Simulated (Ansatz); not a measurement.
# C₂H₄ClOSi radical: how energies converge with the basis set

How large a basis does C₂H₄ClOSi radical need? Two functionals are run in growing sets.

Program: Ansatz 0.2.0, Gaussian basis. Level of theory: one geometry, several basis sets. These are calculated values, not measurements.

The runs, in order: PBE0-D4/def2-SVP; ωB97M-V/def2-SVP; PBE0-D4/def2-QZVPP; ωB97M-V/def2-QZVPP; the functionals' def2-TZVPP values are taken from earlier runs.

## (1) Structure used throughout

An earlier PBE0-D4 in a triple-zeta def2 set relaxation fixed the geometry.

9 atoms, charge 0, spin multiplicity 2.

Atoms are counted from 1 here; the program's logs count them from 0.

Bond lengths: C1–C2 1.332 Å, C1–H6 1.085 Å, C1–H7 1.086 Å, C2–Si3 1.844 Å, C2–H8 1.087 Å, Si3–O4 1.643 Å, Si3–Cl5 2.071 Å, O4–H9 0.959 Å. Angles: C2–C1–H6 121.6°, C2–C1–H7 121.8°, H6–C1–H7 116.6°, C1–C2–Si3 122.4°, C1–C2–H8 119.7°, Si3–C2–H8 117.8°, C2–Si3–O4 106.9°, C2–Si3–Cl5 110.0°, O4–Si3–Cl5 111.1°, Si3–O4–H9 117.7°.

## (2) PBE0-D4 in def2-SVP

Input file in.yaml:

```yaml
crystal:
  periodic: [false, false, false]
  atoms:
    - {symbol: C, position_ang: [-0.625414, -1.352902, -0.528805]}
    - {symbol: C, position_ang: [-0.206910, -0.751831, 0.583996]}
    - {symbol: Si, position_ang: [0.841748, 0.764136, 0.553203]}
    - {symbol: O, position_ang: [0.752327, 1.377410, -0.968398]}
    - {symbol: Cl, position_ang: [0.154778, 2.130670, 1.950154]}
    - {symbol: H, position_ang: [-0.407323, -0.946495, -1.511221]}
    - {symbol: H, position_ang: [-1.210267, -2.267875, -0.499439]}
    - {symbol: H, position_ang: [-0.436263, -1.190937, 1.552101]}
    - {symbol: H, position_ang: [1.225923, 2.191323, -1.148689]}
basis:
  gaussian: {orbitals: def2-SVP}
magnetization: {spin_polarized: true, initial_magnetization: 1}
hamiltonian: {xc: pbe0, dispersion: d4}
output: {orbitals: {seedname: orbitals}}
```

The run is started by

```
ansatz run in.yaml --threads 4 --pin off --events-out ev --progress --plain --max-ram 10444MiB
```

Further steps of the session: ωB97M-V in def2-SVP; PBE0-D4 in def2-QZVPP; ωB97M-V in def2-QZVPP.

Before running them: what should the planned runs give, taken together? Wanted: PBE0-D4: double and triple zeta above quadruple; ωB97M-V: double and triple zeta above quadruple.

The runs gave:

```
                                       quantity           value
PBE0-D4: double and triple zeta above quadruple  13.11, 0.88 eV
ωB97M-V: double and triple zeta above quadruple  13.19, 0.84 eV
```

In words: PBE0-D4 gains 12.22 eV from double to triple zeta, then 0.88 eV more. These are total energies; as a rule much of such shifts cancels in differences, which this series doesn't test.
